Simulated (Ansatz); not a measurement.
# FH₄NSSi: basis-set convergence

An exercise on one series of results from a longer session: the logs are not shown, and one member is left open.

Computed with Ansatz 0.2.0, Gaussian basis. Level: one geometry, several basis sets.

Plan: PBE0-D4/def2-SVP; ωB97M-V/def2-SVP; PBE0-D4/def2-QZVPP; ωB97M-V/def2-QZVPP; the functionals' def2-TZVPP values are taken from earlier runs.

### The geometry

An earlier PBE0-D4 in a triple-zeta def2 set relaxation fixed the geometry.

8 atoms, charge 0, spin multiplicity 1.

Atoms are counted from 1 here; the program's logs count them from 0.

Bond lengths: N1–Si2 1.688 Å, N1–H5 1.006 Å, N1–H6 1.006 Å, Si2–F3 1.602 Å, Si2–S4 2.122 Å, Si2–H7 1.477 Å, S4–H8 1.344 Å. Angles: Si2–N1–H5 122.0°, Si2–N1–H6 122.7°, H5–N1–H6 112.8°, N1–Si2–F3 115.9°, N1–Si2–S4 106.2°, N1–Si2–H7 108.1°, F3–Si2–S4 106.4°, F3–Si2–H7 105.1°, S4–Si2–H7 115.5°, Si2–S4–H8 93.8°.

The first run:

Contents of in.yaml:

```yaml
crystal:
  periodic: [false, false, false]
  atoms:
    - {symbol: N, position_ang: [-0.902111, 0.955918, 0.412186]}
    - {symbol: Si, position_ang: [0.375505, -0.130009, 0.216298]}
    - {symbol: F, position_ang: [1.704272, 0.467288, -0.448992]}
    - {symbol: S, position_ang: [-0.326787, -1.638034, -1.101140]}
    - {symbol: H, position_ang: [-0.992831, 1.530770, 1.232746]}
    - {symbol: H, position_ang: [-1.456570, 1.286806, -0.359432]}
    - {symbol: H, position_ang: [0.790455, -0.596246, 1.554503]}
    - {symbol: H, position_ang: [0.900267, -1.933492, -1.561969]}
basis:
  gaussian: {orbitals: def2-SVP}
hamiltonian: {xc: pbe0, dispersion: d4}
output: {orbitals: {seedname: orbitals}}
```

Among the steps run: PBE0-D4 in def2-SVP; ωB97M-V in def2-SVP; PBE0-D4 in def2-QZVPP; ωB97M-V in def2-QZVPP.

One of the session's tables, all rows but one given; the rest of the session is left out.

It belongs to the step «Functionals by basis». 

| functional | basis | HOMO (eV) | LUMO (eV) |
| --- | --- | --- | --- |
| PBE0-D4 | def2-SVP | -7.49 | 0.92 |
| PBE0-D4 | def2-TZVPP | -7.67 | 0.40 |
| PBE0-D4 | def2-QZVPP | -7.72 | 0.17 |
| ωB97M-V | def2-SVP | ? | ? |
| ωB97M-V | def2-TZVPP | -9.88 | 2.07 |
| ωB97M-V | def2-QZVPP | -9.93 | 1.58 |

Estimate the missing values for ωB97M-V, def2-SVP.

The run gave: HOMO (eV): -9.67; LUMO (eV): 2.84. In the column «HOMO (eV)» it lies between ωB97M-V, def2-TZVPP (-9.88) and PBE0-D4, def2-QZVPP (-7.72).
